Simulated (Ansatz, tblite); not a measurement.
# [InFH3]- (InH₃F−): one state, many levels

One table from this session's results is given with a row withheld; the runs are named, their logs left out.

Program: Ansatz 0.2.0, Gaussian basis. Level of theory: as each input shows. These are calculated values, not measurements.

Plan: GFN1-xTB, GFN2-xTB, PBE-D4/def2-TZVPD, r2SCAN-D4/def2-TZVPD, HSE06-D4/def2-TZVPD, r2SCAN0-D4/def2-TZVPD, B2PLYP/def2-TZVPD, BHLYP-D4/def2-TZVPD, PBE-QIDH/def2-TZVPD, LC-ωPBE/def2-TZVPD, ωB97M-V/def2-TZVPD, LC-ωPBE(0.10)/def2-TZVPD, LC-ωPBE(0.15)/def2-TZVPD, LC-ωPBE(0.20)/def2-TZVPD, LC-ωPBE(0.30)/def2-TZVPD, PBE-D4/def2-SVPD, PBE0-D4/def2-SVPD, CCSD(T)/def2-TZVPPD, MP2/def2-TZVPD, RPA/def2-TZVPD.

2 further runs of the same task are left out: 2 set aside as unsound or not needed. Runs told in other sessions of the task aren't counted.

**The relaxed structure**

The geometry is that of the singlet, from an earlier relaxation (B3LYP-D4/def2-TZVPD).

5 atoms, charge -1, spin multiplicity 1.

Bond lengths: In1–F2 2.070 Å, In1–H3 1.780 Å, In1–H4 1.780 Å, In1–H5 1.780 Å. Angles: F2–In1–H3 104.7°, F2–In1–H4 104.7°, F2–In1–H5 104.7°, H3–In1–H4 113.8°, H3–In1–H5 113.8°, H4–In1–H5 113.8°.

As a file:

```
In   -0.00081    0.00139   -0.14368
F     0.01102   -0.01852    1.92622
H     1.71812    0.01082   -0.60394
H    -0.86851    1.49399   -0.57492
H    -0.85981   -1.48767   -0.60367
```

In takes a core potential in the def2 sets. No spin-orbit coupling is included. The ion is computed in the gas phase, without counter-ions or solvent.

PBE0-D4/def2-TZVPD was run before; its log isn't repeated, and its numbers join the tables.

The first run:

Tight binding, by tblite at 300 K electronic temperature and without a spin-polarisation term:

```python
tblite.interface.Calculator('GFN1-xTB', numbers, positions, charge=-1, uhf=0).singlepoint()
```

Tight binding, by tblite at 300 K electronic temperature and without a spin-polarisation term:

```python
tblite.interface.Calculator('GFN2-xTB', numbers, positions, charge=-1, uhf=0).singlepoint()
```

start.molden holds the orbitals of an earlier run on this state, given as this run's starting guess.

in.yaml reads:

```yaml
crystal:
  periodic: [false, false, false]
  atoms:
    - {symbol: In, position_ang: [-0.000814, 0.001389, -0.143676]}
    - {symbol: F, position_ang: [0.011016, -0.018520, 1.926217]}
    - {symbol: H, position_ang: [1.718124, 0.010822, -0.603943]}
    - {symbol: H, position_ang: [-0.868514, 1.493987, -0.574918]}
    - {symbol: H, position_ang: [-0.859812, -1.487667, -0.603669]}
basis:
  gaussian: {orbitals: def2-TZVPD, initial_orbitals: start.molden}
total_charge: -1
hamiltonian: {xc: pbe, dispersion: d4}
scf: {omitted_lower_state_checks: [starts]}
output: {orbitals: {seedname: orbitals}}
```

Command:

```
> ansatz run in.yaml --threads 4 --pin off --events-out ev --progress --plain --max-ram 3916MiB
```

Steps of the session up to this table: PBE-D4/def2-TZVPD; r2SCAN-D4/def2-TZVPD; HSE06-D4/def2-TZVPD; r2SCAN0-D4/def2-TZVPD; B2PLYP/def2-TZVPD; BHLYP-D4/def2-TZVPD; PBE-QIDH/def2-TZVPD; LC-ωPBE/def2-TZVPD; ωB97M-V/def2-TZVPD; LC-ωPBE(0.10)/def2-TZVPD; LC-ωPBE(0.15)/def2-TZVPD; LC-ωPBE(0.20)/def2-TZVPD; LC-ωPBE(0.30)/def2-TZVPD; PBE-D4/def2-SVPD; PBE0-D4/def2-SVPD; CCSD(T)/def2-TZVPPD; MP2/def2-TZVPD; RPA/def2-TZVPD.

One of the session's tables, all rows but one given; the rest of the session is left out.

It belongs to the step «Levels side by side». 

```
                   level  HOMO (eV)  LUMO (eV)  gap (eV)
        PBE-D4/def2-SVPD      -1.37       3.49      4.86
       PBE-D4/def2-TZVPD      -1.38       3.23      4.61
    r2SCAN-D4/def2-TZVPD      -1.67       3.98      5.65
       PBE0-D4/def2-SVPD      -2.62       3.92      6.54
      PBE0-D4/def2-TZVPD      -2.62       3.63      6.25
   r2SCAN0-D4/def2-TZVPD      -2.81       4.15      6.97
     HSE06-D4/def2-TZVPD      -2.22       3.38      5.60
     BHLYP-D4/def2-TZVPD      -3.78       3.89      7.67
      LC-ωPBE/def2-TZVPD          ?          ?         ?
      ωB97M-V/def2-TZVPD      -4.84       3.99      8.83
LC-ωPBE(0.10)/def2-TZVPD      -2.85       4.20      7.06
LC-ωPBE(0.15)/def2-TZVPD      -3.46       4.36      7.82
LC-ωPBE(0.20)/def2-TZVPD      -3.97       4.44      8.42
LC-ωPBE(0.30)/def2-TZVPD      -4.76       4.51      9.27
```

**Question.** Estimate the row for LC-ωPBE/def2-TZVPD.

The run gave: HOMO (eV): -5.30; LUMO (eV): 4.53; gap (eV): 9.83. In the column «HOMO (eV)» it is the lowest.
